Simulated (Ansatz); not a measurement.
# Ta: the cost of one run

Computed with Ansatz 0.2.0 (DFT PBEsol, scalar-relativistic, plane waves, PAW, unless a step's input says otherwise).

**1. The system as given**

It takes space group Pm-3m (No. 221, cubic). Conventional cell: a = 2.685 Å, b = 2.685 Å, c = 2.685 Å, α = 90.00°, β = 90.00°, γ = 90.00°. Ta (site symmetry m-3m) is surrounded by 6 Ta at 2.69 Å.

Coordinates:

```xyz
1
Lattice="2.6851 0.0000 0.0000 0.0000 2.6851 0.0000 0.0000 0.0000 2.6851" Properties=species:S:1:pos:R:3 pbc="T T T"
Ta    0.0000    0.0000    0.0000
```

This is candidate A: simple cubic type (Pm-3m, No. 221).

(A quick probe on a coarse mesh, which set the mesh and smearing, is not shown.)

**3. Rough relaxation on the coarse mesh (candidate A)**

Contents of input.yaml:

```yaml
crystal:
  lattice:
    - [2.68508165, 0.0, 0.0]
    - [0.0, 2.68508165, 0.0]
    - [0.0, 0.0, 2.68508165]
  atoms:
    - { symbol: Ta, position: [0.0, 0.0, 0.0] }
basis:
  ecutwfc: 420
kpoints:
  mp_grid: { grid: [6, 6, 6] }
hamiltonian:
  xc: pbesol
scf:
  occupations: { method: gaussian, width: 0.1 }
  lower_state_search: "off"
output:
  forces: true
  stress: true
  eigenvalues: true
relax:
  adjacent_minimum: "off"
  f_tol: 0.04
  max_steps: 70
  cell: { stress_tol: 0.4 }
```

What time and memory should one allow on 1 thread of an x86-64 CPU, shared host?

About 1.6 s, with a peak of 0.33 GiB.
